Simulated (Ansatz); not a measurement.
**BGe₂H (triplet): the correlation ladder, cc-pVDZ**

One table from this session's results is given with a row withheld; the runs are named, their logs left out.

Method: cc-pVDZ, core rule «outside noble gas», up to 29 orbitals frozen; program: Ansatz 0.2.0, Gaussian basis.

The runs, in order: UHF; CCSD(T) on ROHF; BCCD(T) on ROHF; CISD as a restricted active space (open shells left free, so some higher excitations enter); CCSDT(Q) on ROHF; CCSDT(Q) on UHF; CASSCF and MRCISD+Q, 10 electrons in 10 orbitals; CASSCF and NEVPT2, 10 electrons in 10 orbitals.

24 further runs of the same task are left out: 13 that didn't finish, 11 set aside as unsound or not needed. Runs told in other sessions of the task aren't counted.

**The geometry**

The geometry is a PBE0/def2-TZVP stationary point (not a proven minimum) of the parent state, kept for this charge and spin. No spin-orbit coupling is included. The filled d shell of Ge may be among the frozen orbitals whatever the setting's name suggests.

4 atoms, charge 0, spin multiplicity 3.

Atoms are counted from 1 here; the program's logs count them from 0.

Bond lengths: Ge1–B2 1.931 Å, B2–Ge3 1.931 Å, B2–H4 1.201 Å. Angles: Ge1–B2–Ge3 109.9°, Ge1–B2–H4 125.0°, Ge3–B2–H4 125.0°.

Set-up of the first run:

The input, in.yaml:

```yaml
crystal:
  periodic: [false, false, false]
  atoms:
    - {symbol: Ge, position_ang: [0.000000, -0.091093, 1.580819]}
    - {symbol: B, position_ang: [0.000000, 1.017297, 0.000000]}
    - {symbol: Ge, position_ang: [0.000000, -0.091093, -1.580819]}
    - {symbol: H, position_ang: [0.000000, 2.218380, 0.000000]}
basis:
  gaussian: {orbitals: cc-pVDZ}
magnetization: {spin_polarized: true, initial_magnetization: 2}
hamiltonian: {xc: hf}
output: {orbitals: {seedname: orbitals}}
```

Started as:

```
> ansatz run in.yaml --threads 1 --pin off --events-out ev --progress --plain --max-ram 2393MiB
```

Among the steps run: UHF; CCSD(T) on ROHF; BCCD(T) on ROHF; CISD as a restricted active space (open shells left free, so some higher excitations enter); CCSDT(Q) on ROHF; CCSDT(Q) on UHF; CASSCF and MRCISD+Q, 10 electrons in 10 orbitals; CASSCF and NEVPT2, 10 electrons in 10 orbitals.

One table of the session follows, with a row left open; its other results are not shown here.

It belongs to the step «Misses and costs». 

| method | from RCCSDT(Q) (kcal/mol) |
| --- | --- |
| RMP2 | +30.27 |
| CISD | +36.73 |
| RCCSD | +14.75 |
| RCCSD(T) | +2.72 |
| BCCD(T) | +2.72 |
| RCCSDT | +1.65 |
| RCCSDT(Q) | 0 |
| CASSCF frontier | ? |
| NEVPT2 frontier | +26.09 |
| MRCISD frontier | +12.95 |
| MRCISD+Q frontier | +1.26 |

Q: Estimate the row for CASSCF frontier from the others.

The run gave: from RCCSDT(Q) (kcal/mol): +121.01. In the column «from RCCSDT(Q) (kcal/mol)» it is the highest.

Not comparable, so not listed: CCSDT(Q) on UHF (they don't share determinant, frozen orbitals or solution with the rows shown, or repeat one).

Caveats from the session: Left out of the table: ROHF (another determinant or state than the rows shown).
